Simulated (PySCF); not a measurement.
# GeF₄: singlet, from a tetrahedral start

The task is one start of a wider search on GeF₄: the singlet, from a tetrahedral start. It is relaxed, tested by its Hessian and followed downhill if it is a saddle.

Method: PBE, basis Ge def2-TZVP, F def2-TZVP, no relativity, density fitting; program: PySCF 2.14.0.

## Step 1: The system as given

5 atoms, charge 0, spin multiplicity 1.

Bond lengths: Ge1–F2 1.850 Å, Ge1–F3 1.850 Å, Ge1–F4 1.850 Å, Ge1–F5 1.850 Å. Angles: F2–Ge1–F3 109.5°, F2–Ge1–F4 109.5°, F2–Ge1–F5 109.5°, F3–Ge1–F4 109.5°, F3–Ge1–F5 109.5°, F4–Ge1–F5 109.5°.

Coordinates in bohr (charge 0 multiplicity 1):
```
Ge    0.0000    0.0000    0.0000
F     2.0185    2.0182    2.0185
F    -2.0185    2.0182   -2.0185
F     2.0185   -2.0182   -2.0185
F    -2.0185   -2.0182    2.0185
```

## Step 2: First SCF at the start

One driver script runs all steps and calls PySCF; scf.py shows how it sets up the SCF of each step. The optimiser is the driver's own. After this first run the driver tries any further starts and a stability analysis.

scf.py reads:

```python
from pyscf import gto, scf, dft
mol = gto.M(atom='''
Ge     0.000000     0.000000     0.000000
F      1.068160     1.068000     1.068160
F     -1.068160     1.068000    -1.068160
F      1.068160    -1.068000    -1.068160
F     -1.068160    -1.068000     1.068160''',
    basis={'Ge': 'def2-TZVP', 'F': 'def2-TZVP'},
    charge=0, spin=0)
mf = dft.RKS(mol, xc='PBE')
mf.grids.atom_grid = (50, 194)
aux = {'Ge': 'def2-universal-JKFIT', 'F': 'def2-universal-JKFIT'}
mf = mf.density_fit(auxbasis=aux)
mf.conv_tol = 1e-08
mf.diis_space = 10
mf.max_cycle = 60
mf.init_guess = 'minao'
mf.verbose = 4
mf.kernel()
```

On the command line:

```sh
$ OMP_NUM_THREADS=4 python axn.py task.json out
```

Further steps of the session: Tetrahedral start, singlet: relaxation; Hessian and properties.

**Question.** What will these runs give? Wanted: minimum; geometry; wavenumbers; dipole moment; highest occupied, lowest empty level; polar-tensor charge of Ge1; zero-point energy; atomisation energy.

As calculated:

```
                                 quantity                                  value
                                  minimum                            singlet, Td
                                 geometry  Ge–F 1.716 Å (×4); F–Ge–F 109.5° (×6)
                       wavenumbers (cm⁻¹)  188 (e), 254 (t2), 681 (a1), 749 (t2)
                            dipole moment                                 0.00 D
     highest occupied, lowest empty level                       -10.46, -3.30 eV
               polar-tensor charge of Ge1                                +2.25 e
                        zero-point energy                            24.3 kJ/mol
                      entropy at 298.15 K                        306.4 J/(mol K)
atomisation energy (no zero-point energy)                            1959 kJ/mol
```

The molecule stays Td, as typed, and the end point is a minimum. The strongest infrared band lies at 749 cm⁻¹ (t2, stretch). Ge1 has a polar-tensor charge of +2.2 e (a dipole derivative, not a static charge), yet symmetry cancels the bond dipoles. Only this shape and spin were tried, so other structures or states may lie lower.
